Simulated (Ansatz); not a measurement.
Consider a frozen displacement of one atom of LuPd, space group Pm-3m (Ansatz 0.2.0 through its Python package).

Script `run_push.py`:
```python
# -*- coding: utf-8 -*-
import ansatz
import numpy as np

lattice = ansatz.Lattice.of(
    (3.415, 0.0, 0.0),
    (0.0, 3.415, 0.0),
    (0.0, 0.0, 3.415),
)
sites = [
    ("Lu", (0.0, 0.0, 0.0)),
    ("Pd", (0.5, 0.5, 0.5)),
]
system = ansatz.Crystal(lattice=lattice)
for symbol, position in sites:
    system = system.atom(symbol, position)

inverse = np.linalg.inv(np.array(system.lattice.vectors))
home = np.array(system.sites[0].position)
values = np.linspace(-0.1, 0.1, 5)
energies, pulls = [], []
for shift in values:
    moved = system.move(0, to=home + shift * inverse[1])
    job = moved.calculation()
    job = job.functional("lda")
    job = job.pseudopotentials("paw")
    job = job.basis(470)
    job = job.kpoints(7)
    job = job.occupations(ansatz.OccupationsMethod.GAUSSIAN, width=0.1)
    job = job.scf(max_iterations=95)
    job = job.forces()
    rep = job.run(threads=1, backend="cpu").report
    energies.append(rep["free_energy_ev"])
    pulls.append(rep["forces_ev_ang"][0][1])

print("shift (A)   dE (eV)   force along y (eV/A)")
for shift, e, f in zip(values, energies, pulls):
    print(f"{shift:8.3f} {e - energies[2]:10.5f} {f:12.4f}")
print(f"stiffness from energies {2 * np.polyfit(values, energies, 2)[0]:.3f}, from forces {-np.polyfit(values, pulls, 1)[0]:.3f} eV/A^2")
```

How stiff is this displacement, and do energies and forces agree?

The curvature of the energy gives 2.410 eV/Å² and the slope of the force 2.420 eV/Å², a positive curvature.

The run itself:

```console
$ python run_push.py
shift (A)   dE (eV)   force along y (eV/A)
  -0.100    0.01204       0.2425
  -0.050    0.00299       0.1200
   0.000    0.00000      -0.0000
   0.050    0.00299      -0.1200
   0.100    0.01204      -0.2425
stiffness from energies 2.410, from forces 2.420 eV/A^2
```

For a metal this k-point mesh is coarse: on a finer one energies can move by several to tens of meV an atom and pressures by half a GPa or more, differences at one mesh by less. In a metal a curvature from energy changes of a few meV or less hangs on mesh and smearing, in size and even in sign. The starting cell is as deposited in a crystallographic database; the results hold for this polymorph, which needn't be the stable one. All periodic images of the atom move with it, so the curvature is one diagonal element of the zone-centre force constants and no normal mode; a positive value doesn't exclude soft modes in which several atoms move. Wall time of the script: 29 s on 1 thread of Arm Neoverse V1, on a shared host, peak memory 0.41 GiB.

(A comment or docstring line of the script was reworded after the run, the code is as it ran; lines on the test bed's own set-up are left out of the output.)
